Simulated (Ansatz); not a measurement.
**C₃H₁₀OSi: basis-set convergence**

The task here is to estimate one member of a computed series from the others.

Program: Ansatz 0.2.0, Gaussian basis. Level of theory: one geometry, several basis sets. These are calculated values, not measurements.

Plan: PBE0-D4/def2-SVP; ωB97M-V/def2-SVP; PBE0-D4/def2-QZVPP; ωB97M-V/def2-QZVPP; the functionals' def2-TZVPP values are taken from earlier runs.

## The relaxed structure

An earlier PBE0-D4 in a triple-zeta def2 set relaxation fixed the geometry.

SMILES `CCOC[SiH3]`, 15 atoms, charge 0, spin multiplicity 1.

Atoms are counted from 1 here; the program's logs count them from 0.

Bond lengths: C1–C2 1.514 Å, C1–H6 1.093 Å, C1–H7 1.092 Å, C1–H8 1.092 Å, C2–O3 1.412 Å, C2–H9 1.093 Å, C2–H10 1.100 Å, O3–C4 1.408 Å, C4–Si5 1.887 Å, C4–H11 1.100 Å, C4–H12 1.102 Å, Si5–H13 1.485 Å, Si5–H14 1.485 Å, Si5–H15 1.489 Å. Angles: C2–C1–H6 109.9°, C2–C1–H7 112.0°, C2–C1–H8 110.4°, H6–C1–H7 107.5°, H6–C1–H8 108.3°, H7–C1–H8 108.5°, C1–C2–O3 113.6°, C1–C2–H9 110.1°, C1–C2–H10 110.4°, O3–C2–H9 105.4°, O3–C2–H10 109.5°, H9–C2–H10 107.6°, C2–O3–C4 114.3°, O3–C4–Si5 108.4°, O3–C4–H11 112.1°, O3–C4–H12 110.9°, Si5–C4–H11 109.3°, Si5–C4–H12 109.6° and more.

Set-up of the first run:

Contents of in.yaml:

```yaml
crystal:
  periodic: [false, false, false]
  atoms:
    - {symbol: C, position_ang: [-1.560852, -1.574418, -0.224023]}
    - {symbol: C, position_ang: [-0.569060, -0.889588, -1.141058]}
    - {symbol: O, position_ang: [-0.143582, 0.372258, -0.672551]}
    - {symbol: C, position_ang: [0.744681, 0.315392, 0.418124]}
    - {symbol: Si, position_ang: [1.326655, 2.068176, 0.804430]}
    - {symbol: H, position_ang: [-1.910776, -2.503452, -0.680861]}
    - {symbol: H, position_ang: [-1.118105, -1.829451, 0.741043]}
    - {symbol: H, position_ang: [-2.425415, -0.930799, -0.048516]}
    - {symbol: H, position_ang: [-1.028617, -0.697776, -2.113794]}
    - {symbol: H, position_ang: [0.307039, -1.534004, -1.308576]}
    - {symbol: H, position_ang: [0.273709, -0.116413, 1.313695]}
    - {symbol: H, position_ang: [1.614965, -0.319484, 0.183915]}
    - {symbol: H, position_ang: [2.033261, 2.652009, -0.364386]}
    - {symbol: H, position_ang: [0.171187, 2.930498, 1.161726]}
    - {symbol: H, position_ang: [2.263210, 2.006451, 1.960131]}
basis:
  gaussian: {orbitals: def2-SVP}
hamiltonian: {xc: pbe0, dispersion: d4}
output: {orbitals: {seedname: orbitals}}
```

Launch:

```sh
$ ansatz run in.yaml --threads 4 --pin off --events-out ev --progress --plain --max-ram 10444MiB
```

Among the steps run: PBE0-D4 in def2-SVP; ωB97M-V in def2-SVP; PBE0-D4 in def2-QZVPP; ωB97M-V in def2-QZVPP.

One table of the session follows, with a row left open; its other results are not shown here.

It belongs to the step «Functionals by basis». 

| functional | basis | HOMO (eV) | LUMO (eV) |
| --- | --- | --- | --- |
| PBE0-D4 | def2-SVP | ? | ? |
| PBE0-D4 | def2-TZVPP | -7.53 | 0.73 |
| PBE0-D4 | def2-QZVPP | -7.56 | 0.43 |
| ωB97M-V | def2-SVP | -9.79 | 3.04 |
| ωB97M-V | def2-TZVPP | -9.94 | 2.23 |
| ωB97M-V | def2-QZVPP | -9.97 | 1.65 |

Q: Estimate the row for PBE0-D4, def2-SVP from the others.

As computed: HOMO (eV): -7.40; LUMO (eV): 1.26. In the column «HOMO (eV)» it is the highest.
